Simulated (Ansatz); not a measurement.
# CH7AlFNOSi: two geometries relaxed

Are the two ends of the inversion of the pyramid at N1 separate minima, and which lies lower? Each is relaxed from a guess. SMILES of the start: [NH2][AlH][SiH](O)CF.

Method: RHF/def2-SVP, in Ansatz 0.2.0.

## (1) The starting structure

Bond lengths: N1–Al2 1.916 Å, Al2–Si3 2.367 Å, Si3–O4 1.664 Å, Si3–C5 1.849 Å, C5–F6 1.386 Å, N1–H7 1.076 Å, N1–H8 1.003 Å, Al2–H9 1.644 Å, Si3–H10 1.502 Å, O4–H11 1.078 Å, C5–H12 1.088 Å, C5–H13 1.113 Å. Angles (14 of 19 angles, heavy atoms first): N1–Al2–Si3 119.6°, Al2–Si3–O4 111.5°, Al2–Si3–C5 110.5°, O4–Si3–C5 111.8°, Si3–C5–F6 109.5°, N1–Al2–H9 119.5°, Si3–Al2–H9 120.9°, Al2–N1–H7 102.9°, Al2–N1–H8 106.1°, Al2–Si3–H10 106.9°, O4–Si3–H10 107.3°, C5–Si3–H10 108.6°, Si3–O4–H11 101.7°, Si3–C5–H12 110.6°.

As a file:

```xyz
13

N    -0.8816   -2.1525    1.7506
Al    0.1739   -0.5683    1.5312
Si    0.7454    0.1628   -0.6458
O     0.1727   -0.8813   -1.8087
C     0.1545    1.8920   -0.9256
F    -1.2248    1.9350   -0.7991
H    -1.7788   -1.9198    1.2044
H    -0.4012   -2.8786    1.2534
H     0.6888    0.2529    2.8586
H     2.2453    0.1491   -0.7325
H    -0.8852   -0.8765   -1.6036
H     0.4662    2.2483   -1.9047
H     0.5452    2.6021   -0.1633
```

## (2) End point A

Contents of input.yaml:

```yaml
crystal:
  periodic: [false, false, false]
  atoms:
    - { symbol: "N", position_ang: [-0.8816, -2.1525, 1.7506] }
    - { symbol: Al, position_ang: [0.1739, -0.5683, 1.5312] }
    - { symbol: Si, position_ang: [0.7454, 0.1628, -0.6458] }
    - { symbol: O, position_ang: [0.1727, -0.8813, -1.8087] }
    - { symbol: C, position_ang: [0.1545, 1.892, -0.9256] }
    - { symbol: F, position_ang: [-1.2248, 1.935, -0.7991] }
    - { symbol: H, position_ang: [-1.7788, -1.9198, 1.2044] }
    - { symbol: H, position_ang: [-0.4012, -2.8786, 1.2534] }
    - { symbol: H, position_ang: [0.6888, 0.2529, 2.8586] }
    - { symbol: H, position_ang: [2.2453, 0.1491, -0.7325] }
    - { symbol: H, position_ang: [-0.8852, -0.8765, -1.6036] }
    - { symbol: H, position_ang: [0.4662, 2.2483, -1.9047] }
    - { symbol: H, position_ang: [0.5452, 2.6021, -0.1633] }
basis:
  gaussian: { orbitals: def2-SVP }
hamiltonian:
  xc: hf
relax:
  f_tol: 0.015
  max_steps: 40
```

Launch:

```sh
ansatz run input.yaml --threads 2 --pin off --max-ram 3072MiB --backend cpu --events-out ev --progress --plain --runs-dir out
```

Output, shortened:

```text
Warning: RAYON_NUM_THREADS=2 ignored (pool sized by the plan → 2); use --threads N
[...]
Functional definition: HF
[...]
1328 factors; integrals over basis functions are off by at most 3.5e-4 eV
[...]
mean field -21800.93008624 eV, -801.1694034680 hartree, gradient 4.7e-5 eV, S^2 0.000000; 0 other end points of the search recorded, 0 dependent functions left out
[...]
reference -21800.93008624 eV, -801.1694034680 hartree; 32, 32 occupied and 95, 95 virtual orbitals, 1328 factors
relax step   1: F+E_penalty+E_count = -21800.93008624 eV  Δ(F+E_penalty+E_count) = +0.000e0 eV  max|allowed force component| = 5.368e0 eV/Å  Δτ_max = 0.0000 Å  (37 SCF iters, accepted)
[...]
relax step   3: F+E_penalty+E_count = -21801.91441611 eV  Δ(F+E_penalty+E_count) = -1.489e-1 eV  max|allowed force component| = 1.297e0 eV/Å  Δτ_max = 0.1195 Å  (34 SCF iters, accepted)
[...]
relax step   5: F+E_penalty+E_count = -21802.06264338 eV  Δ(F+E_penalty+E_count) = -7.201e-2 eV  max|allowed force component| = 1.935e0 eV/Å  Δτ_max = 0.1965 Å  (34 SCF iters, accepted)
[...]
relax step   7: F+E_penalty+E_count = -21802.28987498 eV  Δ(F+E_penalty+E_count) = -1.182e-1 eV  max|allowed force component| = 1.512e0 eV/Å  Δτ_max = 0.1949 Å  (33 SCF iters, accepted)
[...]
relax step   9: F+E_penalty+E_count = -21802.40531289 eV  Δ(F+E_penalty+E_count) = -2.863e-2 eV  max|allowed force component| = 1.443e0 eV/Å  Δτ_max = 0.1944 Å  (34 SCF iters, accepted)
[...]
relax step  10: F+E_penalty+E_count = -21802.41036443 eV  Δ(F+E_penalty+E_count) = -5.052e-3 eV  max|allowed force component| = 7.172e-1 eV/Å  Δτ_max = 0.2000 Å  (32 SCF iters, accepted)
[...]
relax step  11: F+E_penalty+E_count = -21802.43417385 eV  Δ(F+E_penalty+E_count) = -2.381e-2 eV  max|allowed force component| = 4.655e-1 eV/Å  Δτ_max = 0.1999 Å  (34 SCF iters, accepted)
```

## (3) The log goes on: end point A relaxed

Output, continued, shortened:

```text
[...]
1328 factors; integrals over basis functions are off by at most 4.4e-4 eV
mean field -21802.46031957 eV, -801.2256385059 hartree, gradient 5.6e-5 eV, S^2 0.000000; 0 other end points of the search recorded, 0 dependent functions left out
[...]
reference -21802.46031957 eV, -801.2256385059 hartree; 32, 32 occupied and 95, 95 virtual orbitals, 1328 factors
relax step  12: F+E_penalty+E_count = -21802.46031957 eV  Δ(F+E_penalty+E_count) = -2.615e-2 eV  max|allowed force component| = 2.779e-1 eV/Å  Δτ_max = 0.1314 Å  (33 SCF iters, accepted)
[...]
relax step  17: F+E_penalty+E_count = -21802.46517533 eV  Δ(F+E_penalty+E_count) = -9.830e-5 eV  max|allowed force component| = 2.617e-2 eV/Å  Δτ_max = 0.0091 Å  (27 SCF iters, accepted)
[...]
Atom 3 at     0.357826    -0.780414    -1.966101 Å, force     0.001873    -0.000505    -0.000045 eV/Å
Atom 4 at     0.218288     1.971836    -0.944052 Å, force    -0.001873     0.006880     0.000483 eV/Å
Atom 5 at    -1.096283     2.046065    -0.514730 Å, force     0.000196     0.001390    -0.001124 eV/Å
Atom 6 at    -1.319049    -2.461038     2.464787 Å, force     0.000385     0.001074    -0.000970 eV/Å
Atom 7 at    -1.070014    -2.748514     0.873819 Å, force    -0.000352    -0.000535     0.001584 eV/Å
Atom 8 at     0.181509     0.263259     2.832929 Å, force     0.000619     0.000101     0.001947 eV/Å
Atom 9 at     2.324097     0.252577    -0.804965 Å, force    -0.000868    -0.000603    -0.000301 eV/Å
Atom 10 at    -0.541311    -1.062431    -2.011589 Å, force    -0.001694    -0.000442     0.000225 eV/Å
Atom 11 at     0.248911     2.288332    -1.988235 Å, force     0.000031    -0.001497     0.001233 eV/Å
Atom 12 at     0.802346     2.686462    -0.359576 Å, force    -0.001666    -0.002070    -0.000526 eV/Å
Dipole moment:    -0.051948    -0.284437     0.070302 e Å
```

Run time: 43 s. Hardware: 2 threads of AMD EPYC 7B13 (Zen 3), shared host; peak memory 0.31 GiB.

The steps of the relaxation:

| step | energy from step 1 (eV) | largest force component (eV/Å) |
| --- | --- | --- |
| 1 | 0.0000 | 5.3676 |
| 2 | -0.8354 | 1.9597 |
| 3 | -0.9843 | 1.2971 |
| 4 | -1.0605 | 1.1974 |
| 5 | -1.1326 | 1.9347 |
| 6 | -1.2416 | 1.8849 |
| 7 | -1.3598 | 1.5118 |
| 8 | -1.4466 | 0.8508 |
| 9 | -1.4752 | 1.4434 |
| 10 | -1.4803 | 0.7172 |
| 11 | -1.5041 | 0.4655 |
| 12 | -1.5302 | 0.2779 |
| 13 | -1.5321 | 0.1684 |
| 14 | -1.5336 | 0.1316 |
| 15x | -1.5329 | 0.0569 |
| 16 | -1.5350 | 0.0469 |
| 17 | -1.5351 | 0.0262 |
| 18 | -1.5351 | 0.0069 |

Step 1 is the start. 1 step was tried and not accepted (marked x).

After: Bond lengths: N1–Al2 1.771 Å, Al2–Si3 2.486 Å, Si3–O4 1.668 Å, Si3–C5 1.910 Å, C5–F6 1.385 Å, N1–H7 1.003 Å, N1–H8 1.002 Å, Al2–H9 1.582 Å, Si3–H10 1.483 Å, O4–H11 0.943 Å, C5–H12 1.092 Å, C5–H13 1.092 Å. Angles (14 of 19 angles, heavy atoms first): N1–Al2–Si3 119.8°, Al2–Si3–O4 113.3°, Al2–Si3–C5 106.6°, O4–Si3–C5 110.3°, Si3–C5–F6 108.8°, N1–Al2–H9 117.8°, Si3–Al2–H9 122.4°, Al2–N1–H7 124.7°, Al2–N1–H8 126.0°, Al2–Si3–H10 115.3°, O4–Si3–H10 105.2°, C5–Si3–H10 106.0°, Si3–O4–H11 119.3°, Si3–C5–H12 112.7°.

## (4) End point B

The second end starts from a geometry with the move made by hand.

input.yaml: that of step 2 with these lines changed.

```diff
@@ -9,4 +9,4 @@
     - { symbol: F, position_ang: [-1.2248, 1.935, -0.7991] }
-    - { symbol: H, position_ang: [-1.7788, -1.9198, 1.2044] }
-    - { symbol: H, position_ang: [-0.4012, -2.8786, 1.2534] }
+    - { symbol: H, position_ang: [-1.629, -1.84558, 2.46099] }
+    - { symbol: H, position_ang: [-0.28809, -2.82256, 2.20224] }
     - { symbol: H, position_ang: [0.6888, 0.2529, 2.8586] }
@@ -23 +23,3 @@
   max_steps: 40
+output:
+  orbitals: {}
```

Launch:

```sh
ansatz run input.yaml --threads 2 --pin off --max-ram 3072MiB --backend cpu --events-out ev --progress --plain --runs-dir out
```

Output, shortened:

```text
Warning: RAYON_NUM_THREADS=2 ignored (pool sized by the plan → 2); use --threads N
[...]
[... 1 set-up line as earlier in the session ...]
[...]
1326 factors; integrals over basis functions are off by at most 3.5e-4 eV
[...]
mean field -21801.00215119 eV, -801.1720518064 hartree, gradient 4.5e-5 eV, S^2 0.000000; 0 other end points of the search recorded, 0 dependent functions left out
[...]
reference -21801.00215119 eV, -801.1720518064 hartree; 32, 32 occupied and 95, 95 virtual orbitals, 1326 factors
relax step   1: F+E_penalty+E_count = -21801.00215119 eV  Δ(F+E_penalty+E_count) = +0.000e0 eV  max|allowed force component| = 5.282e0 eV/Å  Δτ_max = 0.0000 Å  (38 SCF iters, accepted)
[...]
relax step   5: F+E_penalty+E_count = -21802.19834914 eV  Δ(F+E_penalty+E_count) = -9.360e-2 eV  max|allowed force component| = 1.859e0 eV/Å  Δτ_max = 0.1948 Å  (34 SCF iters, accepted)
[...]
Atom 3 at     0.251509    -0.913844    -1.747473 Å, force    -0.000018    -0.004615    -0.002794 eV/Å
Atom 4 at     0.187520     1.909385    -0.937113 Å, force    -0.000224    -0.001848     0.005915 eV/Å
Atom 5 at    -1.107182     2.026686    -0.460770 Å, force    -0.004353     0.002209     0.001057 eV/Å
Atom 6 at    -1.134882    -2.265399     2.893070 Å, force    -0.000380    -0.001313    -0.003427 eV/Å
Atom 7 at    -0.975088    -2.678042     1.318188 Å, force     0.002546     0.000903    -0.002070 eV/Å
Atom 8 at     0.339581     0.493947     2.959028 Å, force    -0.000499    -0.003028    -0.001080 eV/Å
Atom 9 at     2.285921     0.184001    -0.778802 Å, force    -0.002626     0.000434    -0.000013 eV/Å
Atom 10 at    -0.650682    -1.188870    -1.723565 Å, force     0.001977     0.003133     0.003086 eV/Å
Atom 11 at     0.176319     2.146205    -2.002442 Å, force    -0.000507     0.001343    -0.003823 eV/Å
Atom 12 at     0.799677     2.660464    -0.432677 Å, force     0.000433    -0.000418    -0.000385 eV/Å
Dipole moment:    -0.044624    -0.279361     0.100376 e Å
```

Run time: 38 s. Hardware: 2 threads of AMD EPYC 7B13 (Zen 3), shared host; peak memory 0.31 GiB.

Relaxation path:

| step | energy from step 1 (eV) | largest force component (eV/Å) |
| --- | --- | --- |
| 1 | 0.0000 | 5.2821 |
| 2 | -0.8009 | 2.3801 |
| 3 | -0.9795 | 1.7149 |
| 4 | -1.1026 | 1.5981 |
| 5 | -1.1962 | 1.8589 |
| 6 | -1.2904 | 1.3805 |
| 7 | -1.3813 | 1.3677 |
| 8 | -1.3835 | 0.7468 |
| 9 | -1.4028 | 0.5877 |
| 10x | -1.3996 | 1.3093 |
| 11 | -1.4515 | 0.2219 |
| 12 | -1.4608 | 0.1216 |
| 13 | -1.4626 | 0.0553 |
| 14 | -1.4628 | 0.0447 |
| 15 | -1.4629 | 0.0260 |
| 16 | -1.4630 | 0.0078 |

Step 1 is the start. 1 step was tried and not accepted (marked x).

After: Bond lengths: N1–Al2 1.771 Å, Al2–Si3 2.487 Å, Si3–O4 1.668 Å, Si3–C5 1.910 Å, C5–F6 1.385 Å, N1–H7 1.003 Å, N1–H8 1.002 Å, Al2–H9 1.582 Å, Si3–H10 1.484 Å, O4–H11 0.943 Å, C5–H12 1.091 Å, C5–H13 1.092 Å. Angles (14 of 19 angles, heavy atoms first): N1–Al2–Si3 119.8°, Al2–Si3–O4 113.2°, Al2–Si3–C5 107.0°, O4–Si3–C5 110.2°, Si3–C5–F6 108.8°, N1–Al2–H9 117.7°, Si3–Al2–H9 122.5°, Al2–N1–H7 124.5°, Al2–N1–H8 126.1°, Al2–Si3–H10 115.0°, O4–Si3–H10 105.2°, C5–Si3–H10 105.9°, Si3–O4–H11 119.3°, Si3–C5–H12 112.6°.

## (5) Outcome

```
                           quantity                     value
                              end A  16 moves, 1.535 eV lower
                              end B  14 moves, 1.463 eV lower
largest difference between the ends                    0.03 Å
            end B relative to end A                 +0.000 eV
```

**Reading.** The two relaxations end at one structure, within 0.03 Å: no second minimum was found from this start, which doesn't rule one out.
